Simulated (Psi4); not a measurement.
# MP3/def2-SVP run of TiF4 (SMILES [F][Ti]([F])([F])[F])

What is the energy change on altering one bond length of TiF4 at MP3/def2-SVP? 

The calculation is run with Psi4 1.11.

2 further runs of the same task are left out: 1 that didn't finish, 1 set aside as unsound or not needed.

## 1. The structure to begin with

The species is TiF4 (5 atoms), meant as a singlet with charge 0. As SMILES, `[F][Ti]([F])([F])[F]`. Geometry: relaxed at PBE0-D4/def2-TZVP.

Bond lengths: F1–Ti2 1.740 Å, Ti2–F3 1.740 Å, Ti2–F4 1.740 Å, Ti2–F5 1.740 Å. Angles: F1–Ti2–F3 109.5°, F1–Ti2–F4 109.5°, F1–Ti2–F5 109.5°, F3–Ti2–F4 109.5°, F3–Ti2–F5 109.5°, F4–Ti2–F5 109.5°.

## 2. A single-point energy at MP3/def2-SVP

run.py

```python
import psi4

psi4.set_memory('2200 MB')
psi4.set_num_threads(1)
psi4.core.set_output_file('output.dat', False)

mol = psi4.geometry("""
F      0.33079656    -1.42993686     2.94137761
Ti    -0.00001890     0.00007559     0.00003779
F     -2.36240332     2.28097502     0.15027102
F     -0.80816027    -2.26908864    -2.23683102
F      2.83976704     1.41801269    -0.85485541
units bohr
symmetry c1
""")

psi4.set_options({
    'basis': 'def2-SVP',
    'puream': True,
    'e_convergence': 1e-09,
    'd_convergence': 1e-08,
    'scf_type': 'pk',
    'num_frozen_docc': 9,
    'mp_type': 'conv',
})

energy_value, wavefunction = psi4.energy('mp3', molecule=mol, return_wfn=True)
print('E =', round(energy_value, 9))
```

On the command line:

```
python run.py
```

output.dat:

```text
[...]
  Running in c1 symmetry.
[...]
  Nuclear repulsion =  331.469148622665500
[...]
  Multiplicity = 1
[...]
  Nalpha       = 29
  Nbeta        = 29
[...]
    Number of basis functions: 87
[...]
   @RHF iter   1: -1245.63174569734520   -1.82919e+00   1.04132e-02 ADIIS/DIIS
[...]
   @RHF iter  11: -1245.97989669786944   -4.09273e-12   4.47309e-09 DIIS
[...]
    Orbital Energies [Eh]
    ---------------------
    Doubly Occupied:
       1A   -183.654840     2A    -26.321504     3A    -26.321479
       4A    -26.321477     5A    -26.321477     6A    -21.827522
       7A    -18.201231     8A    -18.201230     9A    -18.201230
      10A     -3.168293    11A     -2.094693    12A     -2.094689
      13A     -2.094689    14A     -1.572035    15A     -1.552272
      16A     -1.552269    17A     -1.552265    18A     -0.728721
      19A     -0.728719    20A     -0.728711    21A     -0.716063
      22A     -0.716053    23A     -0.702632    24A     -0.681948
      25A     -0.681946    26A     -0.681945    27A     -0.663947
      28A     -0.663944    29A     -0.663943
[...]
  @RHF Final Energy: -1245.97989669786944
   => Energetics <=
    Nuclear Repulsion Energy =            331.4691486226655002
    One-Electron Energy =               -2376.0745602066626816
    Two-Electron Energy =                 798.6255148861280304
    Total Energy =                      -1245.9798966978692079
[...]
 Multipole Moments:
 ------------------------------------------------------------------------------------
     Multipole            Electronic (a.u.)      Nuclear  (a.u.)        Total (a.u.)
 ------------------------------------------------------------------------------------
 L = 1.  Multiply by 2.5417464519 to convert [e a0] to [Debye]
 Dipole X            :         -0.0000303            0.0000083           -0.0000220
 Dipole Y            :          0.0001944           -0.0000372            0.0001572
 Dipole Z            :          0.0001030           -0.0000207            0.0000823
 Magnitude           :                                                    0.0001788
[...]
	SCS-MP2 Total Energy (a.u.)        : -1246.98995661103049
	SOS-MP2 Total Energy (a.u.)        : -1246.96076565140697
[...]
	SOS-PI-MP2 Total Energy (a.u.)     : -1247.03621710937136
[...]
	MP2 Total Energy (a.u.)            : -1247.04833853027799
[...]
	SCS-MP3 Total Energy (a.u.)        : -1246.98010963487400
[...]
	MP3 Total Energy (a.u.)            : -1247.00895062565178
[...]
```

The script printed:

```text
E = -1247.008950626
```

It took 11 s on 1 thread of AMD EPYC 7B13 (Zen 3), shared host; peak memory 0.52 GiB.

## 3. The distorted shape, same level

f4ti.xyz

```xyz
5
F4Ti
F      0.239186    -0.576604     1.734033
Ti     0.064126     0.180126     0.177543
F     -1.185994     1.387126     0.257043
F     -0.427660    -1.200750    -1.183680
F      1.566876     0.930466    -0.274847
```

f4ti.py

```python
import psi4

psi4.set_memory('2200 MB')
psi4.set_num_threads(1)
psi4.core.set_output_file('output.dat', False)

with open('f4ti.xyz') as f:
    atoms = ''.join(f.readlines()[2:])
m = psi4.geometry('0 1\n' + atoms + 'symmetry c1\nno_reorient\nno_com')

psi4.set_options({
    'basis': 'def2-SVP',
    'puream': True,
    'e_convergence': 1e-09,
    'd_convergence': 1e-08,
    'scf_type': 'pk',
    'num_frozen_docc': 9,
    'mp_type': 'conv',
})

e, wfn = psi4.energy('mp3', return_wfn=True)
print(f'mp3 energy: {e:.10f} Eh')
```

On the command line:

```
python f4ti.py
```

output.dat:

```text
[...]
  Running in c1 symmetry.
[...]
  Nuclear repulsion =  320.404965506897270
[...]
  Multiplicity = 1
[...]
  Nalpha       = 29
  Nbeta        = 29
[...]
    Number of basis functions: 87
[...]
   @RHF iter   1: -1245.56217766976579   -1.93568e+00   1.06451e-02 DIIS/ADIIS
[...]
   @RHF iter  14: -1245.94594217671943   -2.04636e-12   2.25324e-09 DIIS
[...]
    Orbital Energies [Eh]
    ---------------------
    Doubly Occupied:
       1A   -183.709278     2A    -26.344251     3A    -26.344232
       4A    -26.344231     5A    -26.257944     6A    -21.876952
       7A    -18.251271     8A    -18.251268     9A    -18.251268
      10A     -3.201972    11A     -2.128713    12A     -2.128709
      13A     -2.109837    14A     -1.587297    15A     -1.572725
      16A     -1.572723    17A     -1.482318    18A     -0.746857
      19A     -0.746855    20A     -0.732148    21A     -0.723956
      22A     -0.723950    23A     -0.706613    24A     -0.692875
      25A     -0.692873    26A     -0.683420    27A     -0.625403
      28A     -0.606765    29A     -0.606764
[...]
  @RHF Final Energy: -1245.94594217671943
   => Energetics <=
    Nuclear Repulsion Energy =            320.4049655068972697
    One-Electron Energy =               -2353.2948795798988613
    Two-Electron Energy =                 786.9439718962821644
    Total Energy =                      -1245.9459421767194272
[...]
 Multipole Moments:
 ------------------------------------------------------------------------------------
     Multipole            Electronic (a.u.)      Nuclear  (a.u.)        Total (a.u.)
 ------------------------------------------------------------------------------------
 L = 1.  Multiply by 2.5417464519 to convert [e a0] to [Debye]
 Dipole X            :         -5.7841856            5.9383585            0.1541729
 Dipole Y            :        -16.2435638           16.6766705            0.4331067
 Dipole Z            :        -16.0116404           16.4385140            0.4268736
 Magnitude           :                                                    0.6273531
[...]
	SCS-MP2 Total Energy (a.u.)        : -1246.96142928425752
	SOS-MP2 Total Energy (a.u.)        : -1246.93236288231651
[...]
	SOS-PI-MP2 Total Energy (a.u.)     : -1247.00824139813153
[...]
	MP2 Total Energy (a.u.)            : -1247.01956208814045
[...]
	SCS-MP3 Total Energy (a.u.)        : -1246.95025062214336
[...]
	MP3 Total Energy (a.u.)            : -1246.97484743968403
[...]
```

Standard output:

```text
mp3 energy: -1246.9748474397 Eh
```

Run time: 11 s. Hardware: 1 thread of AMD EPYC 7B13 (Zen 3), shared host; peak memory 0.51 GiB.

## 4. Outcome

Level: MP3/def2-SVP, 9 core orbitals frozen.

| quantity | value |
| --- | --- |
| first shape: total energy | -1247.00895 Eh |
| first shape: HOMO energy (Hartree–Fock orbitals) | -18.07 eV |
| first shape: LUMO energy (Hartree–Fock orbitals) | 0.74 eV |
| first shape: HOMO–LUMO gap (Hartree–Fock orbitals) | 18.81 eV |
| first shape: correlation energy (9 core orbitals frozen) | -1029.1 mEh |
| distorted shape: total energy | -1246.97485 Eh |
| distorted shape: HOMO energy (Hartree–Fock orbitals) | -16.51 eV |
| distorted shape: LUMO energy (Hartree–Fock orbitals) | -0.29 eV |
| distorted shape: HOMO–LUMO gap (Hartree–Fock orbitals) | 16.22 eV |
| distorted shape: correlation energy (9 core orbitals frozen) | -1028.9 mEh |
| energy change with the Ti2–F4 bond stretched from 1.740 to 2.000 Å | 0.928 eV |

With the Ti2–F4 bond stretched from 1.740 to 2.000 Å the energy rises by 0.93 eV (21.4 kcal/mol). The first shape isn't relaxed at this level, so the change isn't measured from a minimum.
